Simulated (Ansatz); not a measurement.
# UB3LYP/def2-TZVPPD run of SO (sulfur oxide)

Aim: the electronic atomisation energy of SO (sulfur oxide) at UB3LYP/def2-TZVPPD, from 3 runs. 

Program for the calculation: Ansatz 0.2.0.

36 further runs of the same task are left out: 4 that didn't finish, 32 set aside as unsound or not needed.

## Step 1: Starting point

The species is SO (2 atoms), meant as a triplet with charge 0. SMILES: `O=S`. The bond length is the measured one.

Bond lengths: O1–S2 1.481 Å.

## Step 2: The energy at UB3LYP/def2-TZVPPD

in.yaml reads:

```yaml
crystal:
  periodic: [false, false, false]
  atoms:
    - {symbol: O, position_ang: [0.000000, 0.000000, 0.000000]}
    - {symbol: S, position_ang: [0.000000, 0.000000, 1.481087]}
basis:
  gaussian:
    orbitals: def2-TZVPPD.json
magnetization:
  spin_polarized: true
  initial_magnetization: 2
hamiltonian:
  xc: {name: B3LYP}
accuracy: high
output:
  orbitals: {seedname: orbitals}
```

The basis set def2-TZVPPD is read from a file made from the Basis Set Exchange's data (not shown).

Run with:

```sh
$ ansatz run in.yaml --threads 1 --pin off --max-ram 3480MiB --events-out events.jsonl --progress --plain --runs-dir runs
```

Output:

```text
Warning: RAYON_NUM_THREADS=1 ignored (pool sized by the plan → 1); use --threads N
Functional definition: B3LYP
  name "B3LYP"
  parameter a0 = 0.2
  parameter ax = 0.72
  parameter ac = 0.81
  exchange = (1 - a0 - ax)*slater_x + ax*b88_x + a0*exact_x
  correlation = (1 - ac)*vwn_rpa_c + ac*lyp_c
1205 factors; integrals over basis functions are off by at most 3.4e-9 eV
mean field evaluation 1: about -12877.9006 eV, gradient 3.7e1 eV
mean field evaluation 2: about -12844.5593 eV, gradient 9.5e1 eV
mean field evaluation 4: about -12882.5873 eV, gradient 2.7e0 eV
mean field evaluation 8: about -12882.7184 eV, gradient 3.6e-1 eV
mean field evaluation 16: about -12882.7189 eV, gradient 1.5e-5 eV
mean field -12882.71890084 eV, -473.4311873855 hartree, gradient 4.8e-8 eV, S^2 2.009711; 0 other end points of the search recorded, 0 dependent functions left out
reference -12882.71893251 eV, -473.4311885493 hartree; 13, 11 occupied and 78, 80 virtual orbitals, 1205 factors
Total energy: -12882.71893251 eV, -473.4311885493 hartree
```

It took 5.1 s on 1 thread of Arm Neoverse V1, shared host; peak memory 0.23 GiB.

## Step 3: The O atom at the same level

molecule.yaml reads:

```yaml
crystal:
  periodic: [false, false, false]
  atoms:
    - {symbol: O, position_ang: [0.000000, 0.000000, 0.000000]}
basis:
  gaussian: {orbitals: def2-TZVPPD.json}
hamiltonian: {xc: {name: B3LYP}}
accuracy: high
magnetization: {spin_polarized: true, initial_magnetization: 2}
total_charge: 0
```

The basis set def2-TZVPPD is read from a file made from the Basis Set Exchange's data (not shown).

Run the same way, it converges to -75.09698 Eh (log not shown).

## Step 4: The S atom, same level

molecule.yaml reads:

```yaml
crystal:
  periodic: [false, false, false]
  atoms:
    - {symbol: S, position_ang: [0.000000, 0.000000, 0.000000]}
basis:
  gaussian: {orbitals: def2-TZVPPD.json}
accuracy: high
magnetization: {spin_polarized: true, initial_magnetization: 2}
hamiltonian: {xc: {name: B3LYP}}
```

The basis set def2-TZVPPD is read from a file made from the Basis Set Exchange's data (not shown).

Run the same way, it converges to -398.13305 Eh (log not shown).

## Step 5: Results

At UB3LYP/def2-TZVPPD:

| quantity | value |
| --- | --- |
| molecule: total energy | -473.43119 Eh |
| molecule: HOMO energy (highest over α and β) | -7.35 eV |
| molecule: LUMO energy (lowest over α and β) | -3.66 eV |
| molecule: ⟨S²⟩ | 2.010 |
| O atom: total energy | -75.09698 Eh |
| O atom: ⟨S²⟩ | 2.004 |
| S atom: total energy | -398.13305 Eh |
| S atom: ⟨S²⟩ | 2.004 |
| electronic atomisation energy | 5.474 eV |

What this shows: Taking the molecule apart into free atoms costs 5.47 eV (528 kJ/mol), before zero-point energy and without spin-orbit coupling.
